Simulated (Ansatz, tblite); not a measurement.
**SbH2(SiMe3) (C3H11SbSi): a ladder of methods and basis sets, part 1 of 2**

How do method and basis change the picture of SbH2(SiMe3) (C3H11SbSi) (singlet)?

Computed with Ansatz 0.2.0, Gaussian basis. Level: as each input shows.

The runs, in order: GFN1-xTB, GFN2-xTB, PBE-D4/def2-TZVP, r2SCAN-D4/def2-TZVP, CAM-B3LYP-D4/def2-TZVP, BHLYP-D4/def2-TZVP, HF/def2-TZVP, PBE+10HF/def2-SVP, PBE+15HF/def2-SVP, PBE+40HF/def2-SVP, PBE-D4/def2-SVP, PBE0-D4/def2-SVP, CCSD(T)/def2-SVP, MP2/def2-TZVP, RPA/def2-TZVP.

2 further runs of the same task are left out: 2 set aside as unsound or not needed.

**1. The relaxed structure**

The singlet was relaxed beforehand with B3LYP-D4/def2-SVP.

16 atoms, charge 0, spin multiplicity 1.

Bond lengths: Sb1–H2 1.725 Å, Sb1–H3 1.725 Å, Sb1–Si4 2.615 Å, Si4–C5 1.891 Å, Si4–C6 1.891 Å, Si4–C7 1.889 Å, C5–H8 1.104 Å, C5–H9 1.102 Å, C5–H10 1.102 Å, C6–H11 1.102 Å, C6–H12 1.102 Å, C6–H13 1.104 Å, C7–H14 1.102 Å, C7–H15 1.102 Å, C7–H16 1.104 Å. Angles: H2–Sb1–H3 91.3°, H2–Sb1–Si4 91.1°, H3–Sb1–Si4 91.2°, Sb1–Si4–C5 107.9°, Sb1–Si4–C6 107.7°, Sb1–Si4–C7 111.7°, C5–Si4–C6 109.8°, C5–Si4–C7 109.9°, C6–Si4–C7 109.9°, Si4–C5–H8 110.4°, Si4–C5–H9 111.4°, Si4–C5–H10 111.2°, H8–C5–H9 107.9°, H8–C5–H10 107.8°, H9–C5–H10 107.9°, Si4–C6–H11 111.3°, Si4–C6–H12 111.3°, Si4–C6–H13 110.5° and more.

As a file:

```
Sb    1.1088    1.9194    1.4716
H     2.5091    1.8489    0.4659
H     0.3818    3.0985    0.4429
Si   -0.0154   -0.0226    0.1293
C     0.9120   -1.6202    0.5340
C    -1.8096   -0.1596    0.7115
C     0.0337    0.2969   -1.7318
H     0.4383   -2.4791    0.0281
H     0.9102   -1.8231    1.6171
H     1.9610   -1.5685    0.2003
H    -1.8653   -0.3395    1.7972
H    -2.3731    0.7616    0.4914
H    -2.3186   -0.9963    0.2028
H    -0.4999    1.2258   -1.9889
H     1.0703    0.3927   -2.0920
H    -0.4435   -0.5347   -2.2793
```

Sb takes a core potential in the def2 sets. No spin-orbit coupling is included.

PBE0-D4/def2-TZVP was run before; its log isn't repeated, and its numbers join the tables.

**2. GFN1-xTB**

Tight binding, by tblite at 300 K electronic temperature and without a spin-polarisation term:

```python
tblite.interface.Calculator('GFN1-xTB', numbers, positions, charge=0, uhf=0).singlepoint()
```

Energy -452.7267 eV, HOMO -10.21 eV, LUMO -5.77 eV; 0.018 s.

**3. GFN2-xTB**

Tight binding, by tblite at 300 K electronic temperature and without a spin-polarisation term:

```python
tblite.interface.Calculator('GFN2-xTB', numbers, positions, charge=0, uhf=0).singlepoint()
```

Energy -433.5485 eV, HOMO -9.12 eV, LUMO -5.40 eV; 0.02 s.

**4. PBE-D4/def2-TZVP**

start.molden holds the orbitals of an earlier run on this state, given as this run's starting guess.

File in.yaml:

```yaml
crystal:
  periodic: [false, false, false]
  atoms:
    - {symbol: Sb, position_ang: [1.108846, 1.919372, 1.471621]}
    - {symbol: H, position_ang: [2.509102, 1.848859, 0.465901]}
    - {symbol: H, position_ang: [0.381790, 3.098497, 0.442857]}
    - {symbol: Si, position_ang: [-0.015412, -0.022604, 0.129342]}
    - {symbol: C, position_ang: [0.912028, -1.620227, 0.533974]}
    - {symbol: C, position_ang: [-1.809563, -0.159589, 0.711459]}
    - {symbol: C, position_ang: [0.033678, 0.296896, -1.731819]}
    - {symbol: H, position_ang: [0.438317, -2.479093, 0.028055]}
    - {symbol: H, position_ang: [0.910172, -1.823062, 1.617098]}
    - {symbol: H, position_ang: [1.961049, -1.568491, 0.200313]}
    - {symbol: H, position_ang: [-1.865291, -0.339548, 1.797216]}
    - {symbol: H, position_ang: [-2.373123, 0.761565, 0.491366]}
    - {symbol: H, position_ang: [-2.318558, -0.996343, 0.202785]}
    - {symbol: H, position_ang: [-0.499856, 1.225772, -1.988936]}
    - {symbol: H, position_ang: [1.070344, 0.392654, -2.091970]}
    - {symbol: H, position_ang: [-0.443543, -0.534657, -2.279273]}
basis:
  gaussian: {orbitals: def2-TZVP, initial_orbitals: start.molden}
hamiltonian: {xc: pbe, dispersion: d4}
scf: {omitted_lower_state_checks: [starts]}
output: {orbitals: {seedname: orbitals}}
```

The run is started by

```sh
$ ansatz run in.yaml --threads 4 --pin off --events-out ev --progress --plain --max-ram 4787MiB
```

What it wrote:

```text
Functional definition: PBE
  name "PBE"
  cite "Perdew, Burke & Ernzerhof, Phys. Rev. Lett. 77, 3865 (1996) doi:10.1103/PhysRevLett.77.3865"
  parent pbe
  parameter kappa = 0.804
  parameter beta = 0.06672455060314922
  exchange = pbe_x(kappa = kappa, mu = beta*pi^2/3)
  correlation = pbe_c(beta = beta)
these checks for a lower state are left out or cut short: starts
1659 factors; their error is unknown
mean field evaluation 1: about -17699.1329 eV, gradient 1.0e1 eV
mean field evaluation 2: about -17699.2514 eV, gradient 1.3e-1 eV
mean field evaluation 4: about -17699.2133 eV, gradient 4.3e-4 eV
mean field -17699.21330946 eV, -650.4340921649 hartree, gradient 1.6e-5 eV, S^2 0.000000; 0 other end points of the search recorded, 0 dependent functions left out
reference -17699.21336359 eV, -650.4340941541 hartree; 33, 33 occupied and 213, 213 virtual orbitals, 1659 factors
Total energy: -17699.62608045 eV, -650.4492612191 hartree
Checks for a lower state left out: starts
```

Wall time 6 s (4 threads of Intel Xeon at 2.50GHz, shared host).

HOMO -5.68 eV, LUMO -0.82 eV.

**5. r2SCAN-D4/def2-TZVP**

Changes to in.yaml since step 4:

```diff
@@ -21,4 +21,4 @@
   gaussian: {orbitals: def2-TZVP, initial_orbitals: start.molden}
-hamiltonian: {xc: pbe, dispersion: d4}
+hamiltonian: {xc: r2scan, dispersion: d4}
 scf: {omitted_lower_state_checks: [starts]}
-output: {orbitals: {seedname: orbitals}}
+output: {forces: true, orbitals: {seedname: orbitals}}
```

Launched as before.

What it wrote:

```text
Functional definition: r2SCAN
  name "r2SCAN"
  cite "Furness, Kaplan, Ning, Perdew & Sun, J. Phys. Chem. Lett. 11, 8208 (2020) doi:10.1021/acs.jpclett.0c02405"
  cite "Furness, Kaplan, Ning, Perdew & Sun, J. Phys. Chem. Lett. 11, 9248 (2020) doi:10.1021/acs.jpclett.0c03077"
  parent r2scan
  parameter k0 = 0.174
  parameter k1 = 0.065
  parameter a1 = 4.9479
  exchange = r2scan_x(k0 = k0, k1 = k1, a1 = a1)
  correlation = r2scan_c
these checks for a lower state are left out or cut short: starts
1659 factors; their error is unknown
mean field evaluation 1: about -17708.1111 eV, gradient 6.5e0 eV
mean field evaluation 2: about -17708.1594 eV, gradient 5.5e-2 eV
mean field evaluation 4: about -17708.1259 eV, gradient 2.8e-4 eV
mean field -17708.12590146 eV, -650.7616238798 hartree, gradient 2.4e-5 eV, S^2 0.000000; 0 other end points of the search recorded, 0 dependent functions left out
the calculation of the forces begins
reference -17708.12591756 eV, -650.7616244715 hartree; 33, 33 occupied and 213, 213 virtual orbitals, 1659 factors
Total energy: -17708.23382903 eV, -650.7655901449 hartree
Atom 0 at     1.108846     1.919372     1.471621 Å, force     0.011914     0.008716    -0.271956 eV/Å
Atom 1 at     2.509102     1.848859     0.465901 Å, force    -0.167785     0.008488     0.090248 eV/Å
Atom 2 at     0.381790     3.098497     0.442857 Å, force     0.085718    -0.139045     0.102585 eV/Å
Atom 3 at    -0.015412    -0.022604     0.129342 Å, force    -0.043992    -0.074701    -0.047965 eV/Å
Atom 4 at     0.912028    -1.620227     0.533974 Å, force     0.040550    -0.036836     0.022848 eV/Å
Atom 5 at    -1.809563    -0.159589     0.711459 Å, force    -0.051355     0.008418     0.027549 eV/Å
Atom 6 at     0.033678     0.296896    -1.731819 Å, force     0.013035     0.029631    -0.055208 eV/Å
Atom 7 at     0.438317    -2.479093     0.028055 Å, force     0.121267     0.224191     0.128544 eV/Å
Atom 8 at     0.910172    -1.823062     1.617098 Å, force     0.002322     0.044690    -0.291832 eV/Å
Atom 9 at     1.961049    -1.568491     0.200313 Å, force    -0.281083    -0.020201     0.093343 eV/Å
Atom 10 at    -1.865291    -0.339548     1.797216 Å, force     0.004956     0.045353    -0.292609 eV/Å
Atom 11 at    -2.373123     0.761565     0.491366 Å, force     0.144230    -0.249598     0.062320 eV/Å
Atom 12 at    -2.318558    -0.996343     0.202785 Å, force     0.134487     0.217851     0.127811 eV/Å
Atom 13 at    -0.499856     1.225772    -1.988936 Å, force     0.144889    -0.252096     0.065385 eV/Å
Atom 14 at     1.070344     0.392654    -2.091970 Å, force    -0.281129    -0.025937     0.094720 eV/Å
Atom 15 at    -0.443543    -0.534657    -2.279273 Å, force     0.121976     0.211075     0.144218 eV/Å
Dipole moment:    -0.151223    -0.259907    -0.111130 e Å
Checks for a lower state left out: starts
```

Wall time 14 s (4 threads of Intel Xeon at 2.50GHz, shared host).

HOMO -5.90 eV, LUMO -0.61 eV.

**6. CAM-B3LYP-D4/def2-TZVP**

Changes to in.yaml since step 5:

```diff
@@ -21,4 +21,4 @@
   gaussian: {orbitals: def2-TZVP, initial_orbitals: start.molden}
-hamiltonian: {xc: r2scan, dispersion: d4}
+hamiltonian: {xc: {name: CAM-B3LYP}, dispersion: d4}
 scf: {omitted_lower_state_checks: [starts]}
-output: {forces: true, orbitals: {seedname: orbitals}}
+output: {orbitals: {seedname: orbitals}}
```

The command is unchanged.

What it wrote:

```text
Functional definition: CAM-B3LYP
  name "CAM-B3LYP"
  cite "Yanai, Tew & Handy, Chem. Phys. Lett. 393, 51 (2004) doi:10.1016/j.cplett.2004.06.011"
  cite "Iikura, Tsuneda, Yanai & Hirao, J. Chem. Phys. 115, 3540 (2001) doi:10.1063/1.1383587"
  cite "Becke, Phys. Rev. A 38, 3098 (1988) doi:10.1103/PhysRevA.38.3098"
  cite "Lee, Yang & Parr, Phys. Rev. B 37, 785 (1988) doi:10.1103/PhysRevB.37.785"
  cite "Vosko, Wilk & Nusair, Can. J. Phys. 58, 1200 (1980) doi:10.1139/p80-159"
  parameter alpha = 0.19
  parameter beta = 0.46
  parameter omega = 0.33/bohr
  parameter ac = 0.81
  # Exact exchange under (alpha + beta erf(omega r))/r, Becke's under what is left of 1/r.
  exchange = (1 - alpha - beta)*b88_x + beta*b88_x_sr(omega) + alpha*exact_x + beta*exact_x_lr(omega)
  correlation = (1 - ac)*vwn5_c + ac*lyp_c
these checks for a lower state are left out or cut short: starts
1721 factors; their error is unknown
496 factors; integrals over basis functions are off by at most 1.3e-5 eV
mean field evaluation 1: about -17705.8590 eV, gradient 7.4e0 eV
mean field evaluation 2: about -17705.9621 eV, gradient 9.3e-2 eV
mean field evaluation 4: about -17706.0954 eV, gradient 3.4e-4 eV
mean field -17706.09539029 eV, -650.6870039706 hartree, gradient 1.2e-5 eV, S^2 0.000000; 0 other end points of the search recorded, 0 dependent functions left out
reference -17706.09555520 eV, -650.6870100308 hartree; 33, 33 occupied and 213, 213 virtual orbitals, 1721 factors
Total energy: -17706.46553212 eV, -650.7006064320 hartree
Checks for a lower state left out: starts
```

It took 12 s on 4 threads of Intel Xeon at 2.50GHz, shared host; peak memory 0.91 GiB.

HOMO -7.81 eV, LUMO 0.86 eV.

**7. BHLYP-D4/def2-TZVP**

Changes to in.yaml since step 6:

```diff
@@ -21,3 +21,3 @@
   gaussian: {orbitals: def2-TZVP, initial_orbitals: start.molden}
-hamiltonian: {xc: {name: CAM-B3LYP}, dispersion: d4}
+hamiltonian: {xc: {name: BHLYP}, dispersion: d4}
 scf: {omitted_lower_state_checks: [starts]}
```

The command is unchanged.

What it wrote:

```text
Functional definition: BHLYP
  name "BHLYP"
  cite "Becke, J. Chem. Phys. 98, 1372 (1993) doi:10.1063/1.464304"
  cite "Becke, Phys. Rev. A 38, 3098 (1988) doi:10.1103/PhysRevA.38.3098"
  cite "Lee, Yang & Parr, Phys. Rev. B 37, 785 (1988) doi:10.1103/PhysRevB.37.785"
  parameter a = 0.5
  exchange = (1 - a)*b88_x + a*exact_x
  correlation = lyp_c
these checks for a lower state are left out or cut short: starts
1895 factors; their error is unknown
mean field evaluation 1: about -17703.7391 eV, gradient 8.4e0 eV
mean field evaluation 2: about -17703.8526 eV, gradient 1.3e-1 eV
mean field evaluation 4: about -17704.2668 eV, gradient 9.5e-4 eV
mean field -17704.26680409 eV, -650.6198046672 hartree, gradient 8.9e-6 eV, S^2 0.000000; 0 other end points of the search recorded, 0 dependent functions left out
reference -17704.26703045 eV, -650.6198129859 hartree; 33, 33 occupied and 213, 213 virtual orbitals, 1895 factors
Total energy: -17704.81070249 eV, -650.6397925647 hartree
Checks for a lower state left out: starts
```

Wall time 9.5 s (4 threads of Intel Xeon at 2.50GHz, shared host); peak memory 0.82 GiB.

Report: HOMO -7.48 eV, LUMO 0.70 eV.

**8. HF/def2-TZVP**

Changes to in.yaml since step 7:

```diff
@@ -21,3 +21,3 @@
   gaussian: {orbitals: def2-TZVP, initial_orbitals: start.molden}
-hamiltonian: {xc: {name: BHLYP}, dispersion: d4}
+hamiltonian: {xc: hf}
 scf: {omitted_lower_state_checks: [starts]}
```

Launched as before.

What it wrote:

```text
Functional definition: HF
  name "HF"
  cite "Fock, Z. Phys. 61, 126 (1930) doi:10.1007/BF01340294"
  parent pbe
  exchange = exact_x
  correlation = 0
these checks for a lower state are left out or cut short: starts
2016 factors; their error is unknown
mean field evaluation 1: about -17638.8775 eV, gradient 2.8e1 eV
mean field evaluation 2: about -17639.7902 eV, gradient 9.5e-1 eV
mean field evaluation 4: about -17640.6365 eV, gradient 1.8e0 eV
mean field evaluation 8: about -17640.6391 eV, gradient 1.5e-5 eV
mean field -17640.63913309 eV, -648.2815308865 hartree, gradient 1.5e-5 eV, S^2 0.000000; 0 other end points of the search recorded, 0 dependent functions left out
reference -17640.63913309 eV, -648.2815308865 hartree; 33, 33 occupied and 213, 213 virtual orbitals, 2016 factors
Total energy: -17640.63913309 eV, -648.2815308865 hartree
Checks for a lower state left out: starts
```

Run time: 10 s. Hardware: 4 threads of Intel Xeon at 2.50GHz, shared host; peak memory 0.86 GiB.

Report: HOMO -8.74 eV, LUMO 2.65 eV.

**9. PBE+10HF/def2-SVP**

Changes to in.yaml since step 8:

```diff
@@ -20,4 +20,4 @@
 basis:
-  gaussian: {orbitals: def2-TZVP, initial_orbitals: start.molden}
-hamiltonian: {xc: hf}
+  gaussian: {orbitals: def2-SVP, initial_orbitals: start.molden}
+hamiltonian: {xc: {text: "exchange = 0.90*pbe_x + 0.10*exact_x\ncorrelation = pbe_c"}}
 scf: {omitted_lower_state_checks: [starts]}
```

Same command.

What it wrote:

```text
Functional definition: unnamed
  exchange = 0.90*pbe_x + 0.10*exact_x
  correlation = pbe_c
these checks for a lower state are left out or cut short: starts
1624 factors; their error is unknown
mean field evaluation 1: about -17693.1170 eV, gradient 2.1e1 eV
mean field evaluation 2: about -17693.2948 eV, gradient 2.8e-1 eV
mean field evaluation 4: about -17693.3148 eV, gradient 5.2e-4 eV
mean field -17693.31480549 eV, -650.2173261424 hartree, gradient 1.2e-5 eV, S^2 0.000000; 0 other end points of the search recorded, 0 dependent functions left out
reference -17693.31484410 eV, -650.2173275610 hartree; 33, 33 occupied and 108, 108 virtual orbitals, 1624 factors
Total energy: -17693.31484410 eV, -650.2173275610 hartree
Checks for a lower state left out: starts
```

It took 4.3 s on 4 threads of Intel Xeon at 2.50GHz, shared host.

From the report: HOMO -5.99 eV, LUMO -0.32 eV.

**10. PBE+15HF/def2-SVP**

Changes to in.yaml since step 9:

```diff
@@ -21,3 +21,3 @@
   gaussian: {orbitals: def2-SVP, initial_orbitals: start.molden}
-hamiltonian: {xc: {text: "exchange = 0.90*pbe_x + 0.10*exact_x\ncorrelation = pbe_c"}}
+hamiltonian: {xc: {text: "exchange = 0.85*pbe_x + 0.15*exact_x\ncorrelation = pbe_c"}}
 scf: {omitted_lower_state_checks: [starts]}
```

Launched as before.

What it wrote:

```text
Functional definition: unnamed
  exchange = 0.85*pbe_x + 0.15*exact_x
  correlation = pbe_c
these checks for a lower state are left out or cut short: starts
1641 factors; their error is unknown
mean field evaluation 1: about -17693.5052 eV, gradient 2.0e1 eV
mean field evaluation 2: about -17693.6632 eV, gradient 2.5e-1 eV
mean field evaluation 4: about -17693.7271 eV, gradient 4.1e-4 eV
mean field -17693.72711374 eV, -650.2324781911 hartree, gradient 1.3e-5 eV, S^2 0.000000; 0 other end points of the search recorded, 0 dependent functions left out
reference -17693.72715048 eV, -650.2324795410 hartree; 33, 33 occupied and 108, 108 virtual orbitals, 1641 factors
Total energy: -17693.72715048 eV, -650.2324795410 hartree
Checks for a lower state left out: starts
```

It took 4.6 s on 4 threads of Intel Xeon at 2.50GHz, shared host.

Report: HOMO -6.19 eV, LUMO -0.17 eV.

**11. PBE+40HF/def2-SVP**

Changes to in.yaml since step 10:

```diff
@@ -21,3 +21,3 @@
   gaussian: {orbitals: def2-SVP, initial_orbitals: start.molden}
-hamiltonian: {xc: {text: "exchange = 0.85*pbe_x + 0.15*exact_x\ncorrelation = pbe_c"}}
+hamiltonian: {xc: {text: "exchange = 0.60*pbe_x + 0.40*exact_x\ncorrelation = pbe_c"}}
 scf: {omitted_lower_state_checks: [starts]}
```

Same command.

What it wrote:

```text
Functional definition: unnamed
  exchange = 0.60*pbe_x + 0.40*exact_x
  correlation = pbe_c
these checks for a lower state are left out or cut short: starts
1772 factors; their error is unknown
mean field evaluation 1: about -17695.4462 eV, gradient 2.0e1 eV
mean field evaluation 2: about -17695.5983 eV, gradient 2.5e-1 eV
mean field evaluation 4: about -17695.8828 eV, gradient 4.4e-4 eV
mean field -17695.88276321 eV, -650.3116968477 hartree, gradient 1.3e-5 eV, S^2 0.000000; 0 other end points of the search recorded, 0 dependent functions left out
reference -17695.88279000 eV, -650.3116978325 hartree; 33, 33 occupied and 108, 108 virtual orbitals, 1772 factors
Total energy: -17695.88279000 eV, -650.3116978325 hartree
Checks for a lower state left out: starts
```

Run time: 4.2 s. Hardware: 4 threads of Intel Xeon at 2.50GHz, shared host.

From the report: HOMO -7.19 eV, LUMO 0.58 eV.

**12. PBE-D4/def2-SVP**

Changes to in.yaml since step 11:

```diff
@@ -21,3 +21,3 @@
   gaussian: {orbitals: def2-SVP, initial_orbitals: start.molden}
-hamiltonian: {xc: {text: "exchange = 0.60*pbe_x + 0.40*exact_x\ncorrelation = pbe_c"}}
+hamiltonian: {xc: pbe, dispersion: d4}
 scf: {omitted_lower_state_checks: [starts]}
```

The command is unchanged.

What it wrote:

```text
Functional definition: PBE
  name "PBE"
  cite "Perdew, Burke & Ernzerhof, Phys. Rev. Lett. 77, 3865 (1996) doi:10.1103/PhysRevLett.77.3865"
  parent pbe
  parameter kappa = 0.804
  parameter beta = 0.06672455060314922
  exchange = pbe_x(kappa = kappa, mu = beta*pi^2/3)
  correlation = pbe_c(beta = beta)
these checks for a lower state are left out or cut short: starts
1624 factors; their error is unknown
mean field evaluation 1: about -17692.3407 eV, gradient 2.1e1 eV
mean field evaluation 2: about -17692.5777 eV, gradient 3.6e-1 eV
mean field evaluation 4: about -17692.5100 eV, gradient 7.9e-4 eV
mean field -17692.51002781 eV, -650.1877511081 hartree, gradient 2.0e-5 eV, S^2 0.000000; 0 other end points of the search recorded, 0 dependent functions left out
reference -17692.51007005 eV, -650.1877526605 hartree; 33, 33 occupied and 108, 108 virtual orbitals, 1624 factors
Total energy: -17692.92278692 eV, -650.2029197255 hartree
Checks for a lower state left out: starts
```

Wall time 3.2 s (4 threads of Intel Xeon at 2.50GHz, shared host).

Report: HOMO -5.59 eV, LUMO -0.62 eV.

**13. PBE0-D4/def2-SVP**

Changes to in.yaml since step 12:

```diff
@@ -21,3 +21,3 @@
   gaussian: {orbitals: def2-SVP, initial_orbitals: start.molden}
-hamiltonian: {xc: pbe, dispersion: d4}
+hamiltonian: {xc: pbe0, dispersion: d4}
 scf: {omitted_lower_state_checks: [starts]}
```

Same command.

What it wrote:

```text
Functional definition: PBE0
  name "PBE0"
  cite "Adamo & Barone, J. Chem. Phys. 110, 6158 (1999) doi:10.1063/1.478522"
  cite "Perdew, Burke & Ernzerhof, Phys. Rev. Lett. 77, 3865 (1996) doi:10.1103/PhysRevLett.77.3865"
  parent pbe
  parameter a = 0.25
  parameter kappa = 0.804
  parameter beta = 0.06672455060314922
  exchange = (1 - a)*pbe_x(kappa = kappa, mu = beta*pi^2/3) + a*exact_x
  correlation = pbe_c(beta = beta)
these checks for a lower state are left out or cut short: starts
1670 factors; their error is unknown
mean field evaluation 1: about -17694.2816 eV, gradient 2.0e1 eV
mean field evaluation 2: about -17694.4189 eV, gradient 2.2e-1 eV
mean field evaluation 4: about -17694.5709 eV, gradient 3.5e-4 eV
mean field -17694.57091107 eV, -650.2634871709 hartree, gradient 1.1e-5 eV, S^2 0.000000; 0 other end points of the search recorded, 0 dependent functions left out
reference -17694.57094395 eV, -650.2634883791 hartree; 33, 33 occupied and 108, 108 virtual orbitals, 1670 factors
Total energy: -17694.92863335 eV, -650.2766332223 hartree
Checks for a lower state left out: starts
```

Wall time 4.5 s (4 threads of Intel Xeon at 2.50GHz, shared host).

Report: HOMO -6.59 eV, LUMO 0.13 eV.

**14. CCSD(T)/def2-SVP**

Changes to in.yaml since step 13:

```diff
@@ -21,3 +21,3 @@
   gaussian: {orbitals: def2-SVP, initial_orbitals: start.molden}
-hamiltonian: {xc: pbe0, dispersion: d4}
+correlation: {method: ccsd_t}
 scf: {omitted_lower_state_checks: [starts]}
```

Same command.

What it wrote:

```text
Functional definition: HF
  name "HF"
  cite "Fock, Z. Phys. 61, 126 (1930) doi:10.1007/BF01340294"
  parent pbe
  exchange = exact_x
  correlation = 0
these checks for a lower state are left out or cut short: starts
1514 factors; integrals over basis functions are off by at most 1.2e-3 eV
mean field evaluation 1: about -17633.3549 eV, gradient 2.7e1 eV
mean field evaluation 2: about -17634.1074 eV, gradient 8.4e-1 eV
mean field evaluation 4: about -17634.1194 eV, gradient 1.3e-1 eV
mean field evaluation 8: about -17634.1194 eV, gradient 3.2e-6 eV
mean field -17634.11937818 eV, -648.0419343126 hartree, gradient 3.2e-6 eV, S^2 0.000000; 0 other end points of the search recorded, 0 dependent functions left out
12 core orbitals not correlated: weight in the atoms' cores, before any rotation towards them, 1.000 or more for the frozen orbitals, at most 0.000 for the correlated occupied ones
reference -17634.11937818 eV, -648.0419343126 hartree; 21, 21 occupied and 108, 108 virtual orbitals, 1514 factors
second order -18.06350801 eV of doubles, -0.00000000 eV of singles
cycle   1  -19.53616264 eV  change    -1.5e0 eV  update   9.9e-2
cycle   2  -20.13008697 eV  change   -5.9e-1 eV  update   3.2e-2
cycle   3  -20.20186061 eV  change   -7.2e-2 eV  update   1.1e-2
cycle   4  -20.20060290 eV  change    1.3e-3 eV  update   3.4e-3
cycle   5  -20.19966731 eV  change    9.4e-4 eV  update   1.1e-3
cycle   6  -20.19936194 eV  change    3.1e-4 eV  update   3.5e-4
cycle   7  -20.19932083 eV  change    4.1e-5 eV  update   1.1e-4
cycle   8  -20.19932432 eV  change   -3.5e-6 eV  update   3.7e-5
perturbative correction -0.61064403 eV, -0.0224407543 hartree
Total energy: -17654.92934653 eV, -648.8066865441 hartree
Checks for a lower state left out: starts
```

Run time: 42 s. Hardware: 4 threads of Intel Xeon at 2.50GHz, shared host; peak memory 1.2 GiB.

Report: Hartree-Fock HOMO -8.73 eV, LUMO 3.08 eV; T1 0.009.

(Continued in part 2 of 2.)
